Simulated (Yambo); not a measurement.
# TiB2 (P6/mmm) in Yambo: a series of runs, part 3 of 3

Yambo 5.3.0. The steps go on from the part before.

**5. Optical spectrum, PBEsol**

Input file optics2.in:

```
optics
chi
tddft
Chimod= "ALDA"
% BndsRnXd
 1 | 34 |
%
NGsBlkXd= 3 Ry
% LongDrXd
 1 | 0 | 0 |
%
% QpntsRXd
 1 | 1 |
%
% EnRngeXd
 0 | 30 | eV
%
% DmRngeXd
 0.05 | 0.05 | eV
%
ETStpsXd= 300
FxcGRLc= 3 Ry
VXCRLvcs= 3 Ry
```

Input file scf.in:

```
&CONTROL
  calculation = 'scf'
  prefix = 'pwscf'
  outdir = './tmp'
  pseudo_dir = './pseudo'
/
&SYSTEM
  ibrav = 0
  nat = 3
  ntyp = 2
  ecutwfc = 84
  nbnd = 15
  occupations = 'smearing'
  smearing = 'fd'
  degauss = 0.00367493
  force_symmorphic = .true.
/
&ELECTRONS
  conv_thr = 6d-10
  electron_maxstep = 120
  mixing_beta = 0.5
/
ATOMIC_SPECIES
Ti    47.8670 Ti.upf
B     10.8100 B.upf
CELL_PARAMETERS angstrom
   3.0292000000    0.0000000000    0.0000000000
  -1.5146000000    2.6233641531    0.0000000000
   0.0000000000    0.0000000000    3.2284000000
ATOMIC_POSITIONS angstrom
Ti     0.0000000000    0.0000000000    0.0000000000
B      1.5146000002    0.8744547176    1.6142000000
B     -0.0000000002    1.7489094355    1.6142000000
K_POINTS automatic
18 18 16 0 0 0
```

Input file nscf.in:

```
&CONTROL
  calculation = 'nscf'
  prefix = 'pwscf'
  outdir = './tmp'
  pseudo_dir = './pseudo'
/
&SYSTEM
  ibrav = 0
  nat = 3
  ntyp = 2
  ecutwfc = 84
  nbnd = 34
  occupations = 'smearing'
  smearing = 'fd'
  degauss = 0.00367493
  force_symmorphic = .true.
/
&ELECTRONS
  conv_thr = 1d-08
  diago_full_acc = .true.
  diago_thr_init = 1d-06
/
ATOMIC_SPECIES
Ti    47.8670 Ti.upf
B     10.8100 B.upf
CELL_PARAMETERS angstrom
   3.0292000000    0.0000000000    0.0000000000
  -1.5146000000    2.6233641531    0.0000000000
   0.0000000000    0.0000000000    3.2284000000
ATOMIC_POSITIONS angstrom
Ti     0.0000000000    0.0000000000    0.0000000000
B      1.5146000002    0.8744547176    1.6142000000
B     -0.0000000002    1.7489094355    1.6142000000
K_POINTS automatic
18 18 16 0 0 0
```

Potentials or basis: PseudoDojo 0.4.1 SR PBEsol standard.

Launch:

```bash
$ OMP_NUM_THREADS=1 pw.x -in scf.in > scf.out
$ OMP_NUM_THREADS=1 pw.x -in nscf.in > nscf.out
$ cd tmp/pwscf.save; p2y; mv SAVE ../..; cd ../..
$ OMP_NUM_THREADS=1 yambo
$ OMP_NUM_THREADS=1 yambo -F optics2.in -J optics2 -C optics2_out
```

Yambo's report:

```text
[... sections 02.01 to 02.04 as in the set-up run ...]

  [02.05] Energies & Occupations
  ==============================

  [X] === General ===
  [X] Electronic Temperature                        :  0.258606E-1   300.100    [eV K]
  [X] Bosonic    Temperature                        :  0.258606E-1   300.100    [eV K]
  [X] Finite Temperature mode                       : yes
  [X] El. density                                   :  0.70161E+24 [cm-3]
  [X] Fermi Level                                   :  15.13789 [eV]

  [X] === Gaps and Widths ===
  [X] Conduction Band Min                           :  15.13789 [eV]
  [X] Valence Band Max                              :  15.13789 [eV]
  [X] Filled Bands                                  :   8
  [X] Metallic Bands                                :   9  10
  [X] Empty Bands                                   :   11   34

  [X] === Metallic Characters ===
  [X] N of el / N of met el                         :  18.00000   1.99611
  [X] Average metallic occ.                         :  0.249514

  [WARNING] [X] Metallic system

 [03] Transferred momenta grid and indexing
 ==========================================

 IBZ Q-points                                      :   333
 BZ  Q-points                                      :   5184

 K/Q-points units:
 rlu = crystal or reduced units; cc = cartesian coordinates; iku = interal k-units

 Q [  1]        [rlu]:  0.000000  0.000000  0.000000
 Q [  2]        [rlu]:  0.000000  0.000000  0.062500
 Q [  3]        [rlu]:  0.000000  0.000000  0.125000
 Q [  4]        [rlu]:  0.000000  0.000000  0.187500
 Q [  5]        [rlu]:  0.000000  0.000000  0.250000
 Q [  6]        [rlu]:  0.000000  0.000000  0.312500
[... 42 lines left out ...]
 Q [ 49]        [rlu]:  0.80737E-17  0.27778      0.18750
 Q [ 50]        [rlu]:  0.80737E-17  0.27778      0.25000

 Remaining 283 points informations can be written running with -fatlog

 [04] Dipoles
 ============

  [04.01] Setup: observables and procedures
  =========================================

  [WF-Oscillators/G space/Transverse up loader] Normalization (few states)  min/max  :  0.43853E-17   1.0000

  [WR./optics2//ndb.dipoles]------------------------------------------------------
   Brillouin Zone Q/K grids (IBZ/BZ)                :    333   5184    333   5184
   RL vectors                                       :  2869 [WF]
   Fragmentation                                    : yes
   Electronic Temperature                           :  300.1000 [K]
   Bosonic    Temperature                           :  300.1000 [K]
   DIP band range                                   :    1   34
   DIP band range limits                            :  10   9
   DIP e/h energy range                             : -1.000000 -1.000000 [eV]
   RL vectors in the sum                            :  2869
   [r,Vnl] included                                 : yes
   Bands ordered                                    : yes
   Direct v evaluation                              : no
   Approach used                                    : G-space v
   Dipoles computed                                 : R V P [G-space]
   Wavefunctions                                    : Perdew, Burke & Ernzerhof SOL(X)+Perdew, Burke & Ernzerhof SOL(C)

  [WARNING] [r,Vnl^pseudo] included in position and velocity dipoles.

  [WARNING] In case H contains other non local terms, these are neglected

 [05] Optics
 ===========

 [xc] Functional : Perdew, Burke & Ernzerhof SOL(X)+Perdew, Burke & Ernzerhof SOL(C)
 [xc] LIBXC used to calculate xc functional
  PP Number of Atomic Species                      :  2
  NLCC RL compoments                               :  17999
 [X-CG] R(p) Tot o/o(of R):    58221  1184623      100

 [WARNING] The system is a metal but Drude term not included.
```

o-optics2.eps_q1_inv_alda_dyson:

```text
# Absorption @ Q(1):   1.00000000      0.00000000      0.00000000    [q->0 direction]
#
# [ X ] Hartree size                              :  23
# [GEN] GF Energies                               : Perdew, Burke & Ernzerhof SOL(X)+Perdew, Burke & Ernzerhof SOL(C)
# [GEN] Green`s Function                          : Retarded
#
# [GEN] Gauge                                     : Length
# [GEN] [r,Vnl] included                          : yes
#
#    E[1] [eV]          Im(eps)            Re(eps)            Im(eps_o)          Re(eps_o)
#
        0.000000           0.196623E-7        102.6360           0.55808E-15        102.6550
        0.100334           32.96283           55.70512           32.96148           55.72446
        0.200669           20.41826           56.42257           20.41734           56.44264
        0.301003           11.14306           47.42104           11.14244           47.44111
        0.401338           12.66791           61.47873           12.66699           61.49774
        0.501672           27.34861           70.27143           27.34680           70.28979
[... 292 lines left out ...]
        29.89967           0.109371           0.562079           0.102667           0.777845
        30.00000           0.106580           0.576105           0.105137           0.787443
#
```

It took 5.3 min on 1 thread of Arm Neoverse V1, shared host; peak memory 1.8 GiB.

What came out:

| Property | Result |
| --- | --- |
| Band gap on the k mesh, mean-field level | none (metal or under the smearing width) |
| Peak of the energy-loss function | 23.6 eV |

Dielectric function (along the field direction of the input):
| energy (eV) | real part | imaginary part |
| --- | --- | --- |
| 0.30 | 47.42 | 11.14 |
| 0.80 | 36.55 | 44.23 |
| 1.30 | 20.80 | 48.35 |
| 1.81 | 7.87 | 22.36 |
| 2.31 | -2.02 | 16.75 |
| 2.81 | 3.66 | 12.56 |
| 3.31 | 2.00 | 11.92 |
| 3.81 | 0.10 | 10.73 |
| 4.31 | 0.97 | 9.45 |
| 4.82 | 0.16 | 6.96 |
| 5.32 | 2.28 | 7.57 |
| 5.82 | 1.68 | 8.33 |
| 6.32 | 1.38 | 6.87 |
| 6.82 | 1.73 | 5.28 |
| 7.32 | 1.48 | 5.89 |
| 7.83 | 1.51 | 9.22 |
| 8.33 | -0.85 | 8.23 |
| 8.83 | -0.83 | 5.31 |
| 9.33 | 0.46 | 4.83 |
| 9.83 | -1.10 | 6.19 |
| 10.33 | -0.96 | 5.73 |
| 10.84 | -1.05 | 5.40 |
| 11.34 | -1.07 | 5.29 |
| 11.84 | -2.98 | 5.32 |
| 12.34 | -4.03 | 4.08 |
| 12.84 | -2.09 | 3.43 |
| 13.34 | -2.66 | 2.43 |
| 13.85 | -2.09 | 2.35 |
| 14.35 | -2.20 | 1.83 |
| 14.85 | -2.20 | 1.70 |
| 15.35 | -1.61 | 1.30 |
| 15.85 | -1.35 | 0.97 |
| 16.35 | -1.44 | 0.99 |
| 16.86 | -1.05 | 0.76 |
| 17.36 | -1.05 | 0.76 |
| 17.86 | -0.87 | 0.73 |
| 18.36 | -0.79 | 0.63 |
| 18.86 | -0.47 | 0.43 |
| 19.36 | -0.56 | 0.75 |
| 19.97 | -0.45 | 0.35 |

Energy-loss function:
```csv
energy (eV),loss
0.0,0.000
1.3,0.017
2.6,0.067
3.9,0.103
5.2,0.119
6.5,0.150
7.8,0.106
9.1,0.164
10.4,0.169
11.7,0.131
13.0,0.168
14.3,0.223
15.7,0.314
17.0,0.538
18.3,0.668
19.6,0.932
20.9,1.590
22.2,2.660
23.5,3.904
24.8,3.066
26.1,1.489
27.4,0.766
28.7,0.562
30.0,0.310
```

Caveat: the LDA kernel is used on GGA states, which is inconsistent by a few percent; the intraband (Drude) term of the metal is left out; the ground state has no gap, which makes the many-body step unreliable; these spectra lack excitons.

**6. Summary**

| task | level | potentials or basis | spin | k mesh | k mesh of the self-consistent run | random integration of the Coulomb term | broadening | kernel | terms kept | mesh quality | gap on the mesh (eV) |
| --- | --- | --- | --- | --- | --- | --- | --- | --- | --- | --- | --- |
| optical spectrum by the Bethe-Salpeter equation | PBE | PseudoDojo 0.4 FR PBE standard | non-collinear, zero start, SOC | 3 × 3 × 4 | 12 × 12 × 8 | yes | 0.1 eV | screened exchange | resonant and antiresonant, uncoupled | coarse | - |
| optical spectrum | PBEsol | PseudoDojo 0.4.1 SR PBEsol standard | off | 18 × 18 × 16 | 18 × 18 × 16 | - | 0.2 eV | none (independent particles) | - | not flagged | none |
| optical spectrum | PBEsol | PseudoDojo 0.4.1 SR PBEsol standard | off | 18 × 18 × 16 | 18 × 18 × 16 | - | 0.2 eV | Hartree (RPA with local fields) | - | not flagged | none |
| optical spectrum | PBEsol | PseudoDojo 0.4.1 SR PBEsol standard | off | 18 × 18 × 16 | 18 × 18 × 16 | - | 0.05 eV | adiabatic LDA | - | not flagged | none |

Alike in all rows: cell as given; cutoff (eV) 1143; smearing fermi-dirac 0.05 eV.

Caveats: some runs use coarse meshes; the intraband (Drude) term of the metal is left out; the ground state has no gap, which makes the many-body step unreliable; these spectra lack excitons (some runs); the optical matrix elements of this version leave out the spin-flip part of the nonlocal potential, a small error (some runs); the transitions start from uncorrected Kohn-Sham levels, so peaks lie too low (some runs); exciton energies and binding change strongly with the k mesh and aren't converged on this one (some runs); spectra need much finer meshes, so this one isn't converged (some runs).

Absolute energies hang on the potentials; compare differences alone.
